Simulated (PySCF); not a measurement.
# Y2S3: other spin states, a change of charge and excitations

Aim: at the relaxed geometry of Y2S3, try other spin states, a change of charge and excitations. It is a constructed species; whether it can be made isn't addressed.

Method: PBE0, Y def2-SVP with ECP28, S def2-SVP; scalar-relativistic core potentials, no spin–orbit coupling; program: PySCF 2.14.0.

2 further runs of the same task are left out: 2 for a known fault of the program.

## (1) Starting geometry

5 atoms, charge 0, spin multiplicity 1.

Bond lengths: Y1–S3 2.536 Å, Y1–S4 2.295 Å, Y2–S3 2.536 Å, Y2–S5 2.295 Å. Angles: S3–Y1–S4 123.5°, S3–Y2–S5 123.5°, Y1–S3–Y2 131.1°.

Coordinates:

```mol
S3Y2
  3D, bonds by distance, orders not assigned

  5  4  0  0  0  0  0  0  0  0999 V2000
   -0.6183   -0.0566    2.3087 Y   0  0
   -0.6183   -0.0566   -2.3087 Y   0  0
   -1.6642   -0.1522   -0.0000 S   0  0
    1.6395    0.1500    2.6678 S   0  0
    1.6395    0.1500   -2.6678 S   0  0
  1  3  8  0
  1  4  8  0
  2  3  8  0
  2  5  8  0
M  END
```

Formal oxidation states: Y +3. An earlier session relaxed this geometry at PBE0, Y def2-SVP with ECP28, S def2-SVP (singlet, point group C2v).

Its energy there is -1270.579598 Eh.

## (2) Multiplicity 3 at the relaxed geometry

File run.py (the lines that set the calculation):

```python
mol = gto.M(atom='''
Y     -0.61828    -0.05656     2.30871
Y     -0.61828    -0.05656    -2.30871
S     -1.66418    -0.15223     0.00000
S      1.63947     0.14997     2.66784
S      1.63947     0.14997    -2.66784''',
    basis={'Y': 'def2-SVP', 'S': 'def2-SVP'},
    ecp={'Y': 'def2-SVP'},
    charge=0, spin=2)
mf = dft.UKS(mol, xc='PBE0')
mf.grids.atom_grid = (50, 194)
mf = mf.density_fit()  # fitting sets: Y def2-universal-JKFIT, S def2-universal-JKFIT
mf.conv_tol = 1e-08; mf.max_cycle = 55
mf.kernel(dm0)  # dm0: free metal ions and neutral atoms
```

Run with:

```sh
> OMP_NUM_THREADS=2 python run.py
```

Standard output:

```text
init E= -1299.10254621453
cycle= 1 E= -1269.4007188144  delta_E= 29.7  |g|= 1.54  |ddm|= 3.09
cycle= 2 E= -1268.51978958466  delta_E= 0.881  |g|= 1.57  |ddm|=  4.1
cycle= 3 E= -1270.00802855318  delta_E= -1.49  |g|= 0.807  |ddm|= 3.33
cycle= 4 E= -1270.30223514639  delta_E= -0.294  |g|= 0.414  |ddm|= 1.52
cycle= 5 E= -1270.42663410833  delta_E= -0.124  |g|= 0.302  |ddm|=  1.1
cycle= 6 E= -1270.48034992032  delta_E= -0.0537  |g|= 0.15  |ddm|= 0.309
cycle= 7 E= -1270.49983598083  delta_E= -0.0195  |g|= 0.0448  |ddm|= 0.194
cycle= 8 E= -1270.50169058199  delta_E= -0.00185  |g|= 0.0144  |ddm|= 0.0688
cycle= 9 E= -1270.50190117811  delta_E= -0.000211  |g|= 0.00454  |ddm|= 0.0271
cycle= 10 E= -1270.50193176806  delta_E= -3.06e-05  |g|= 0.00127  |ddm|= 0.0128
cycle= 11 E= -1270.50193611102  delta_E= -4.34e-06  |g|= 0.000485  |ddm|= 0.00601
cycle= 12 E= -1270.50193782358  delta_E= -1.71e-06  |g|= 0.000276  |ddm|= 0.00453
cycle= 13 E= -1270.5019387831  delta_E= -9.6e-07  |g|= 0.000137  |ddm|= 0.00423
cycle= 14 E= -1270.50193915572  delta_E= -3.73e-07  |g|= 5.99e-05  |ddm|= 0.00364
cycle= 15 E= -1270.50193915226  delta_E= 3.46e-09  |g|= 0.000182  |ddm|= 0.000951
cycle= 16 E= -1270.50193919691  delta_E= -4.46e-08  |g|= 4.42e-05  |ddm|= 0.000569
cycle= 17 E= -1270.50193920657  delta_E= -9.66e-09  |g|= 2.45e-05  |ddm|= 0.000463
Extra cycle  E= -1270.50193920793  delta_E= -1.36e-09  |g|= 3.47e-05  |ddm|= 0.000163
converged SCF energy = -1270.50193920793  <S^2> = 2.0113921  2S+1 = 3.0075851
```

Run time: 2.6 s. Hardware: 2 threads of AMD EPYC 9R45 (Zen 5), shared host.

Result: E = -1270.501939 Eh (+2.113 eV from the relaxed state), HOMO -3.96 eV, LUMO -5.05 eV (over both spins), ⟨S²⟩ = 2.011, Mulliken charge on Y1 +0.50 e. An empty level of one spin lies below a filled level of the other.

## (3) One electron removed, multiplicity 2

Changes to run.py (the lines that set the calculation) since step 2:

```diff
@@ -8,3 +8,3 @@
     ecp={'Y': 'def2-SVP'},
-    charge=0, spin=2)
+    charge=1, spin=1)
 mf = dft.UKS(mol, xc='PBE0')
@@ -13,2 +13,2 @@
 mf.conv_tol = 1e-08; mf.max_cycle = 55
-mf.kernel(dm0)  # dm0: free metal ions and neutral atoms
+mf.kernel(dm0)  # dm0: the density of the relaxed state
```

Run with:

```sh
> OMP_NUM_THREADS=2 python run.py
```

Standard output:

```text
init E= -1270.58642929222
  HOMO = -0.212360090787  LUMO = -0.205619197277  gap/eV = 0.18343
cycle= 1 E= -1270.28788753915  delta_E= 0.299  |g|= 0.17  |ddm|= 0.693
  HOMO = -0.40998364046  LUMO = -0.374248263701  gap/eV = 0.97241
cycle= 2 E= -1270.26225132401  delta_E= 0.0256  |g|= 0.262  |ddm|= 0.621
  HOMO = -0.374374322955  LUMO = -0.334747650289  gap/eV = 1.07830
cycle= 3 E= -1270.31093021803  delta_E= -0.0487  |g|= 0.0611  |ddm|= 0.418
  HOMO = -0.367854572244  LUMO = -0.327875503181  gap/eV = 1.08789
cycle= 4 E= -1270.31378436978  delta_E= -0.00285  |g|= 0.0112  |ddm|= 0.105
  HOMO = -0.364282172866  LUMO = -0.32395740884  gap/eV = 1.09729
cycle= 5 E= -1270.31395581985  delta_E= -0.000171  |g|= 0.00395  |ddm|= 0.0267
  HOMO = -0.36368416436  LUMO = -0.323293429749  gap/eV = 1.09909
cycle= 6 E= -1270.3139862487  delta_E= -3.04e-05  |g|= 0.00177  |ddm|= 0.0121
  HOMO = -0.363533757961  LUMO = -0.323140809094  gap/eV = 1.09915
cycle= 7 E= -1270.31399749356  delta_E= -1.12e-05  |g|= 0.00085  |ddm|= 0.009
  HOMO = -0.36348551929  LUMO = -0.323087944545  gap/eV = 1.09927
cycle= 8 E= -1270.31400106188  delta_E= -3.57e-06  |g|= 0.000547  |ddm|= 0.00502
  HOMO = -0.363446829084  LUMO = -0.323068299953  gap/eV = 1.09876
cycle= 9 E= -1270.31400339455  delta_E= -2.33e-06  |g|= 0.000441  |ddm|= 0.00497
  HOMO = -0.363424154626  LUMO = -0.323056261224  gap/eV = 1.09847
cycle= 10 E= -1270.31400482511  delta_E= -1.43e-06  |g|= 0.000193  |ddm|= 0.00463
  HOMO = -0.363393743056  LUMO = -0.323045377806  gap/eV = 1.09793
cycle= 11 E= -1270.31400542824  delta_E= -6.03e-07  |g|= 6.27e-05  |ddm|= 0.00445
  HOMO = -0.363385261902  LUMO = -0.323044804232  gap/eV = 1.09772
cycle= 12 E= -1270.31400547732  delta_E= -4.91e-08  |g|= 2.13e-05  |ddm|= 0.0013
  HOMO = -0.363383000474  LUMO = -0.323044375592  gap/eV = 1.09767
cycle= 13 E= -1270.31400548049  delta_E= -3.16e-09  |g|= 8.34e-06  |ddm|= 0.000275
  HOMO = -0.363385040966  LUMO = -0.323046430886  gap/eV = 1.09767
Extra cycle  E= -1270.31400548025  delta_E= 2.33e-10  |g|= 2.06e-05  |ddm|= 4.9e-05
converged SCF energy = -1270.31400548025  <S^2> = 0.76706084  2S+1 = 2.0169887
```

It took 2.1 s on 2 threads of AMD EPYC 9R45 (Zen 5), shared host.

It gives: E = -1270.314005 Eh (+7.227 eV from the relaxed state), HOMO -9.89 eV, LUMO -8.79 eV (over both spins), ⟨S²⟩ = 0.767, Mulliken charge on Y1 +0.91 e. 

## (4) One electron added, multiplicity 2

Changes to run.py (the lines that set the calculation) since step 3:

```diff
@@ -8,3 +8,3 @@
     ecp={'Y': 'def2-SVP'},
-    charge=1, spin=1)
+    charge=-1, spin=1)
 mf = dft.UKS(mol, xc='PBE0')
```

Run with:

```sh
> OMP_NUM_THREADS=2 python run.py
```

Standard output:

```text
init E= -1270.58604983621
  HOMO = -0.0939752900542  LUMO = -0.0925687011333  gap/eV = 0.03828
cycle= 1 E= -1270.62499096652  delta_E= -0.0389  |g|= 0.0919  |ddm|= 0.989
  HOMO = 0.000247328795807  LUMO = 0.0480532983121  gap/eV = 1.30087
cycle= 2 E= -1270.61472984826  delta_E= 0.0103  |g|= 0.161  |ddm|= 0.633
  HOMO = -0.0134175515254  LUMO = 0.0348635723292  gap/eV = 1.31380
cycle= 3 E= -1270.63567604265  delta_E= -0.0209  |g|= 0.0279  |ddm|= 0.283
  HOMO = -0.0174732398363  LUMO = 0.030821604172  gap/eV = 1.31417
cycle= 4 E= -1270.63616987558  delta_E= -0.000494  |g|= 0.00892  |ddm|= 0.0578
  HOMO = -0.0190453810697  LUMO = 0.0293895519115  gap/eV = 1.31798
cycle= 5 E= -1270.63625657819  delta_E= -8.67e-05  |g|= 0.00403  |ddm|= 0.0256
  HOMO = -0.0193545699772  LUMO = 0.0291292414798  gap/eV = 1.31931
cycle= 6 E= -1270.6362767549  delta_E= -2.02e-05  |g|= 0.00126  |ddm|= 0.0108
  HOMO = -0.0194840547391  LUMO = 0.0290295464132  gap/eV = 1.32012
cycle= 7 E= -1270.63628320444  delta_E= -6.45e-06  |g|= 0.000883  |ddm|= 0.00848
  HOMO = -0.0195175420134  LUMO = 0.0290211398995  gap/eV = 1.32080
cycle= 8 E= -1270.63628566248  delta_E= -2.46e-06  |g|= 0.000259  |ddm|= 0.006
  HOMO = -0.0195194540995  LUMO = 0.0290277650574  gap/eV = 1.32104
cycle= 9 E= -1270.63628596  delta_E= -2.98e-07  |g|= 9.31e-05  |ddm|= 0.00236
  HOMO = -0.0195134751672  LUMO = 0.0290369863893  gap/eV = 1.32113
cycle= 10 E= -1270.63628597898  delta_E= -1.9e-08  |g|= 2.52e-05  |ddm|= 0.000553
  HOMO = -0.0195122281494  LUMO = 0.0290399475101  gap/eV = 1.32117
cycle= 11 E= -1270.63628598033  delta_E= -1.35e-09  |g|= 5.55e-06  |ddm|= 0.000138
  HOMO = -0.0195124006375  LUMO = 0.0290400832231  gap/eV = 1.32118
Extra cycle  E= -1270.6362859804  delta_E= -7.25e-11  |g|= 3e-06  |ddm|= 2.27e-05
converged SCF energy = -1270.6362859804  <S^2> = 0.75215593  2S+1 = 2.0021548
```

Run time: 1.9 s. Hardware: 2 threads of AMD EPYC 9R45 (Zen 5), shared host.

It gives: E = -1270.636286 Eh (-1.543 eV from the relaxed state), HOMO -0.53 eV, LUMO 0.11 eV (over both spins), ⟨S²⟩ = 0.752, Mulliken charge on Y1 +0.20 e. 

## (5) Singlet excitations, Tamm-Dancoff CAM-B3LYP

Changes to run.py (the lines that set the calculation) since step 4:

```diff
@@ -8,4 +8,4 @@
     ecp={'Y': 'def2-SVP'},
-    charge=-1, spin=1)
-mf = dft.UKS(mol, xc='PBE0')
+    charge=0, spin=0)
+mf = dft.RKS(mol, xc='CAMB3LYP')
 mf.grids.atom_grid = (50, 194)
```

Run with:

```sh
> OMP_NUM_THREADS=2 python run.py
```

Standard output:

```text
init E= -1270.94991481646
  HOMO = -0.251345404552733  LUMO = -0.0672633099019483  gap/eV = 5.00913
cycle= 1 E= -1270.95125118449  delta_E= -0.00134  |g|= 0.0539  |ddm|= 0.197
  HOMO = -0.244128864483255  LUMO = -0.0736034488113272  gap/eV = 4.64023
cycle= 2 E= -1270.949852554  delta_E= 0.0014  |g|= 0.0833  |ddm|=  0.2
  HOMO = -0.250244658786135  LUMO = -0.0701820020528247  gap/eV = 4.89975
cycle= 3 E= -1270.95228743928  delta_E= -0.00243  |g|= 0.00666  |ddm|= 0.121
  HOMO = -0.250051374458086  LUMO = -0.0704847986550995  gap/eV = 4.88626
cycle= 4 E= -1270.95230427134  delta_E= -1.68e-05  |g|= 0.00209  |ddm|= 0.0116
  HOMO = -0.250336482801529  LUMO = -0.0706167592189332  gap/eV = 4.89042
cycle= 5 E= -1270.95230743847  delta_E= -3.17e-06  |g|= 0.000438  |ddm|= 0.00587
  HOMO = -0.250341825930037  LUMO = -0.0706184675361595  gap/eV = 4.89052
cycle= 6 E= -1270.95230774136  delta_E= -3.03e-07  |g|= 0.000178  |ddm|= 0.00177
  HOMO = -0.250353962063057  LUMO = -0.0706287558650621  gap/eV = 4.89057
cycle= 7 E= -1270.95230782655  delta_E= -8.52e-08  |g|= 6.5e-05  |ddm|= 0.00117
  HOMO = -0.25035471301952  LUMO = -0.0706273908309252  gap/eV = 4.89063
cycle= 8 E= -1270.95230783941  delta_E= -1.29e-08  |g|= 2.1e-05  |ddm|= 0.000509
  HOMO = -0.250355812856397  LUMO = -0.0706261955983678  gap/eV = 4.89069
cycle= 9 E= -1270.95230784105  delta_E= -1.65e-09  |g|= 7.72e-06  |ddm|= 0.000191
  HOMO = -0.250355918180299  LUMO = -0.0706267433185055  gap/eV = 4.89068
Extra cycle  E= -1270.95230784116  delta_E= -1.02e-10  |g|= 6.45e-06  |ddm|= 3.76e-05
converged SCF energy = -1270.95230784116
```

Wall time 43 s (2 threads of AMD EPYC 9R45 (Zen 5), shared host).

Result: E = -1270.952308 Eh, HOMO -6.81 eV, LUMO -1.92 eV, Mulliken charge on Y1 +0.59 e. 

Singlet excitations:

```
state  energy (eV)  oscillator strength
    1         2.13               0.0216
    2         2.18               0.0027
    3         2.29               0.0000
    4         2.30               0.0308
    5         2.54               0.0000
    6         2.56               0.0179
    7         3.17               0.0057
    8         3.18               0.0000
```

## (6) The states side by side

| state | energy from the relaxed state (eV) | ⟨S²⟩ | time |
| --- | --- | --- | --- |
| charge 0, singlet, vacuum (relaxed) | 0 | 0.00 |  |
| charge -1, doublet, vacuum | -1.54 | 0.75 | 1.9 s |
| charge 0, triplet, vacuum | 2.11 | 2.01 | 2.6 s |
| charge +1, doublet, vacuum | 7.23 | 0.77 | 2.1 s |

An electron taken off or put on is at rest in vacuum. 

In the excitation run (CAM-B3LYP), the lowest singlet lies at 2.13 eV (gaps between orbitals at other levels can't be set against it), and the brightest of the eight at 2.30 eV (f = 0.031); spin–orbit coupling would mix in triplets. Removing an electron vertically costs 7.23 eV (doublet), against −HOMO = 5.69 eV. Adding an electron vertically releases 1.54 eV (doublet). The triplet lies 2.11 eV above at this geometry. These are double-zeta-type bases without diffuse functions. Spin–orbit coupling is left out.
